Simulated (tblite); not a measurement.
# As11H14P11: the cost of one run

Computed with tblite 0.8.0 and PySCF 2.14.0 and routines of our own; the level stands in each step. Atoms count from 0.

### Step 1. The starting structure

36 atoms, charge 0, multiplicity 1; geometry from: force field, distance geometry or constructed start.

### Step 2. Relaxing the molecule with GFN2-xTB

Job settings and geometry (Å):

```
{"job": {"kind": "relax", "xc": "GFN2-xTB", "basis": "xTB"}, "charge": 0, "multiplicity": 1}
As     3.175000     0.989400    -0.664300
P      1.440400     1.990600     0.630400
As    -0.277700     0.988900    -0.661700
P     -0.283600    -0.998000     0.631100
As     1.442600    -2.000400    -0.659300
P      3.166800    -1.002900     0.634700
As    -2.009300    -1.997500    -0.666000
P     -2.006000    -3.990100     0.638800
As    -0.280200    -4.991700    -0.663100
P      1.440800    -3.993600     0.638900
As     3.168000     6.970800    -0.664800
P      1.441100     7.966800     0.637300
As    -0.286300     6.972700    -0.657700
P     -0.280700     4.977800     0.634600
As     1.441400     3.986700    -0.662500
P      3.168200     4.979000     0.643600
As    -2.009000     3.983500    -0.661800
P     -2.010500     1.984600     0.636300
As    -3.736500    -4.987800    -0.660200
P     -3.733100    -6.982200     0.640000
As    -2.011700    -7.976100    -0.661200
P     -0.283800    -6.981600     0.637100
H      4.276100     1.632400     0.174100
H      4.181500    -1.593000    -0.129000
H     -3.111600    -1.360000     0.168400
H      2.453100    -4.580000    -0.125000
H      4.273400     7.610900     0.166800
H      1.443000     9.142100    -0.126300
H     -1.385000     7.609000     0.165500
H      4.186800     4.392400    -0.124100
H     -3.108500     4.618800     0.166400
H     -3.026900     1.403000    -0.127300
H     -4.839600    -4.352900     0.165600
H     -4.749400    -7.570800    -0.123800
H     -2.008200    -9.251400     0.164200
H      0.733200    -7.567300    -0.130400
```

Run with:

```
OMP_NUM_THREADS=2 python large_run.py task.json out
```

This one command runs all jobs of the session in turn.

Q: Estimate the wall time and peak memory of this first job on 2 threads of Arm Neoverse N1, shared host.

About 11 s, with a peak of 0.16 GiB.
